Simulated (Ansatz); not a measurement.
Crystal: InSb3.

```
Sb In
1.0
     0.00000    3.79455    3.79455
     3.79455    0.00000    3.79455
     3.79455    3.79455    0.00000
Sb In
3 1
Direct
  0.50000 0.50000 0.50000
  0.75000 0.75000 0.75000
  0.25000 0.25000 0.25000
  0.00000 0.00000 0.00000
```

The cell comes from a database or a generator and needn't be the stable form of this composition.

Base run:

| Item | Value |
| --- | --- |
| Program | Ansatz 0.2.0 |
| Functional | PBEsol |
| Potentials or basis | all-electron LAPW, scalar-relativistic |
| Cutoff | 156 eV |
| Density cutoff | 624 eV |
| Basis error allowed | 0.002 eV/atom |
| k mesh | 6 × 6 × 6 |
| Occupations | fermi-dirac, width 0.05 eV |
| Spin | no spin polarisation |

Its results: pressure -3.1 GPa.

Task: After a change of settings the same cell gave: pressure -0.2 GPa. Which change was it?
A. functional from PBEsol to PBE
B. functional from PBEsol to LDA
C. basis error allowed from 0.002 eV/atom to 0.001 eV/atom

Result: A.

PBE binds less tightly than PBEsol, so the same cell stands under more pressure.

Not every run made on this cell is shown here.
